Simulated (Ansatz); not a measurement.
# F₂H₃SbSi: up Jacob's ladder to CCSD(T)

One table from this session's results is given with a row withheld; the runs are named, their logs left out.

Computed with Ansatz 0.2.0, Gaussian basis. Level: functionals in def2-TZVPP, the program's frozen cores in correlated methods.

Plan: LDA (SPW92), PBE-D4, revPBE-D4, BLYP-D4, r2SCAN-D4, B97M-V, PBE0-D4, B3LYP-D4, r2SCANh-D4, r2SCAN0-D4, HSE06-D4, BHLYP-D4, CAM-B3LYP-D4, LC-ωPBE, ωB97X-V, ωB97M-V, B2PLYP, PBE-QIDH; CCSD(T)/def2-SVP; CCSD(T)/def2-TZVPP; MP2/def2-QZVPP; extrapolation to the limit; RPA on PBE.

## Structure used throughout

An earlier PBE0-D4 in a triple-zeta def2 set relaxation fixed the geometry. Sb takes the def2 core potential; no spin-orbit term is included.

7 atoms, charge 0, spin multiplicity 1.

Atoms are counted from 1 here; the program's logs count them from 0.

Bond lengths: F1–Sb2 1.912 Å, Sb2–F3 1.912 Å, Sb2–Si4 2.614 Å, Si4–H5 1.487 Å, Si4–H6 1.487 Å, Si4–H7 1.483 Å. Angles: F1–Sb2–F3 95.3°, F1–Sb2–Si4 92.2°, F3–Sb2–Si4 92.2°, Sb2–Si4–H5 109.0°, Sb2–Si4–H6 109.0°, Sb2–Si4–H7 108.3°, H5–Si4–H6 109.1°, H5–Si4–H7 110.7°, H6–Si4–H7 110.7°.

Set-up of the first run:

in.yaml reads:

```yaml
crystal:
  periodic: [false, false, false]
  atoms:
    - {symbol: F, position_ang: [0.007577, -1.586280, 1.844473]}
    - {symbol: Sb, position_ang: [1.036654, -0.046009, 1.369031]}
    - {symbol: F, position_ang: [2.227666, -0.981320, 0.201046]}
    - {symbol: Si, position_ang: [-0.580538, 0.550248, -0.596592]}
    - {symbol: H, position_ang: [0.051655, 1.595668, -1.444790]}
    - {symbol: H, position_ang: [-1.851253, 1.081741, -0.035499]}
    - {symbol: H, position_ang: [-0.830562, -0.681948, -1.383468]}
basis:
  gaussian: {orbitals: def2-TZVPP}
hamiltonian: {xc: lda}
output: {orbitals: {seedname: orbitals}}
```

Started as:

```bash
$ ansatz run in.yaml --threads 4 --pin off --events-out ev --progress --plain --max-ram 10444MiB
```

Among the steps run: LDA; PBE-D4 (GGA); revPBE-D4 (GGA); BLYP-D4 (GGA); r2SCAN-D4 (meta-GGA); B97M-V (meta-GGA); PBE0-D4 (hybrid); B3LYP-D4 (hybrid); r2SCANh-D4 (hybrid); r2SCAN0-D4 (hybrid); HSE06-D4 (hybrid); BHLYP-D4 (hybrid); CAM-B3LYP-D4 (range-separated); LC-ωPBE (range-separated); ωB97X-V (range-separated); ωB97M-V (range-separated); B2PLYP (double hybrid); PBE-QIDH (double hybrid).

One table of the session follows, with a row left open; its other results are not shown here.

It belongs to the step «Orbital energies across the functionals». 

```
  functional  HOMO (eV)  LUMO (eV)  gap (eV)
 LDA (SPW92)      -6.48      -2.85      3.62
      PBE-D4      -6.31      -2.60      3.71
   revPBE-D4      -6.25      -2.49      3.76
     BLYP-D4      -6.18      -2.50      3.67
   r2SCAN-D4      -6.58      -2.42      4.15
      B97M-V          ?          ?         ?
     PBE0-D4      -7.41      -1.83      5.58
    B3LYP-D4      -7.22      -2.06      5.16
  r2SCANh-D4      -6.98      -2.14      4.83
  r2SCAN0-D4      -7.58      -1.73      5.85
    HSE06-D4      -7.02      -2.20      4.82
    BHLYP-D4      -8.37      -1.02      7.35
CAM-B3LYP-D4      -8.62      -0.84      7.78
     LC-ωPBE      -9.82       0.33     10.15
     ωB97X-V      -9.52       0.21      9.73
     ωB97M-V      -9.37       0.01      9.38
```

**Question.** Estimate the row for B97M-V.

**Answer.** HOMO (eV): -6.61; LUMO (eV): -2.48; gap (eV): 4.13. In the column «HOMO (eV)» it lies between r2SCANh-D4 (-6.98) and r2SCAN-D4 (-6.58).
